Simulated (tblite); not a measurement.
# C6H9BN2: the cost of one run

Computed with tblite 0.8.0 and PySCF 2.14.0, with density-fitted response routines of our own, on a single molecule, in the gas phase or a continuum. Atoms are numbered from 0 throughout.

### 1 The starting structure

18 atoms, charge 0, multiplicity 1; geometry from: force field or distance geometry start.

Bonds of the start (Å): C0–C1 1.44, C1–N2 1.18, N2–B3 1.47, B3–N4 1.53, N4–C5 1.34, C5–C6 1.39, C6–C7 1.37, C7–C8 1.39, C8–N4 1.36, C0–H9 1.12, C0–H10 1.11, C0–H11 1.11, B3–H12 1.19, B3–H13 1.20, C5–H14 1.09, C6–H15 1.08, C7–H16 1.08, C8–H17 1.09.

### 2 Relaxing the molecule with GFN2-xTB

The job: settings as JSON, then the geometry in Å.

```
{"job": {"kind": "relax", "xc": "GFN2-xTB", "basis": "xTB"}, "charge": 0, "multiplicity": 1}
C     -3.435500     0.654300    -1.066200
C     -2.332600    -0.010100    -0.410400
N     -1.434800    -0.549000     0.128200
B     -0.307700    -1.217600     0.790100
N      0.998500    -0.485800     0.482400
C      1.507400     0.559400     1.150500
C      2.658400     1.010200     0.522100
C      2.843200     0.210400    -0.580700
C      1.799000    -0.701500    -0.589900
H     -4.225700     0.910600    -0.311500
H     -3.083300     1.584000    -1.552700
H     -3.880600    -0.019900    -1.831300
H     -0.243800    -2.351500     0.428200
H     -0.486000    -1.229400     1.974000
H      1.074600     0.993200     2.051600
H      3.282500     1.832700     0.848700
H      3.633500     0.283200    -1.311000
H      1.623900    -1.466800    -1.340600
```

The run is started by

```console
$ OMP_NUM_THREADS=1 python probes_run.py task.json out
```

One launch serves the whole session: the jobs run in the order shown.

Q: Estimate the wall time and peak memory of this first job on 1 thread of Intel Xeon at 2.50GHz, shared host.

About 1.1 s, with a peak of 0.18 GiB.
